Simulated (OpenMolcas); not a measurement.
# Re⁶⁺ among point charges: CASSCF and CASPT2 levels and susceptibility

Aim: the splitting of the states of Re⁶⁺ in the field of 5 point charges, its lowest levels with spin-orbit coupling and its magnetic susceptibility.

Program: OpenMolcas 26.06. Level of theory: state-averaged CASSCF and CASPT2, spin-orbit coupling by RASSI with atomic mean-field integrals. These are calculated values, not measurements, unless marked.

## 1. Starting point

```
Species                           : Re⁶⁺ (rhenium, Z = 75, 69 electrons)
Basis                             : ANO-RCC-VTZP [8s7p5d3f2g1h], 104 functions
Scalar Hamiltonian                : DKH2, point nucleus
Inactive shells                   : 1s 2s 2p 3s 3p 3d 4s 4p 4d 4f 5s 5p
Active space                      : 1 electron in 5 orbitals (5d)
Some configurations of this space : 5d
Orbitals                          : optimised for each spin and parity, averaged over all roots
```

Outer shells as boxes (Hund's rule):

5d
```
5d [↑ ][  ][  ][  ][  ]
```

The ion sits among 5 point charges of -2 e arranged as a square pyramid (C4v), 2.27 Å from the ion, with the axial distance 1.952 Å.

The work runs as a chain of OpenMolcas steps in one folder; each step below is one input file. Labels, J, g values, rates, χT and fits are worked out afterwards by a script from the matrices that RASSI stores.

## 2. One- and two-electron integrals

Input file a.inp:

```
&GATEWAY
Coord
1

Re 0.0 0.0 0.0
Basis=ANO-RCC-VTZP
Group=NoSym
NoMove
AngMom=0.0 0.0 0.0
AMFI
XField
5 Angstrom 0
2.270000 0.000000 0.000000 -2.000000
0.000000 2.270000 0.000000 -2.000000
-2.270000 0.000000 0.000000 -2.000000
0.000000 -2.270000 0.000000 -2.000000
0.000000 0.000000 1.952200 -2.000000
&SEWARD
```

## 3. CASSCF: doublets, 5 roots

Input file a.inp:

```
&RASSCF
FileOrb=start.orb
Symmetry=1
Spin=2
nActEl=1 0 0
Inactive=34
Ras2=5
CIRoot=5 5 1
SDav=5
CIMx=300
Iter=120 100
PrWF=0.3
OrbListing=Nothing
MaxOrb=0
>>> COPY $Project.JobIph JOB001
```

start.orb holds the contracted functions of the basis, ordered by shell, or the orbitals of the step before.

## 4. State interaction with spin-orbit coupling

Input file a.inp:

```
&RASSI
NrOfJobIphs=1 5
1 2 3 4 5
IphNames
JOB001
EJob
SpinOrbit
DIPRint=1.0
SOCoupling=1000.0
Subsets=2
Property=9
'ANGMOM' 1 'ANGMOM' 2 'ANGMOM' 3 'MLTPL  1' 1 'MLTPL  1' 2 'MLTPL  1' 3
'AMFI' 1 'AMFI' 2 'AMFI' 3
SOProperty=3
'ANGMOM' 1 'ANGMOM' 2 'ANGMOM' 3
```

## 5. CASPT2: IPEA 0.25, imaginary shift 0.1 (closed shells correlated: 4f 5s 5p)

Input file a.inp:

```
>>> COPY JOB001 $Project.JobIph
&CASPT2
Multistate=5 1 2 3 4 5
NoMult
Frozen=23
IPEA=0.25
Imaginary=0.1
MaxIter=60
WThr=0.0 0.3 0.05
PrWF=0.5
NoMix
```

(Steps that only read results are left out.)

What does the calculation give? Wanted: spin-free ground state; first state of the same spin within the active space; lowest level; next level.

The runs gave:

| quantity | value |
| --- | --- |
| method | SS-CASPT2, IPEA 0.25, imaginary shift 0.1 (closed shells correlated: 4f 5s 5p) |
| spin-free ground state | doublet, 2-fold in its orbital part |
| first state of the same spin within the active space | doublet at 2160 cm⁻¹ |
| lowest level | 2-fold, g = 0.63, 1.63, 1.63 |
| next level | 3194.2 cm⁻¹ |
| χT at 300 K | 0.19 cm³ K/mol |
| effective moment at 300 K | 1.24 μB |

Cost by method:

```csv
method,time of its own steps,time with the reference
A. CASSCF,7 s,7 s
"B. SS-CASPT2, IPEA 0.25, imaginary shift 0.1, +4f 5s 5p",8.4 s,15 s
```

Times are of one thread on a shared host.

**Reading.** The spin-free ground state (doublet) comes to 100 % from free-ion D terms and keeps the highest spin of the shell. χT at 300 K is 0.19, against 0.38 cm³ K/mol for the spin alone, so orbital moment lowers it. The field of point charges can differ much from that of real complexes. Point charges carry no covalency, so the field is a model and not that of real ligands.
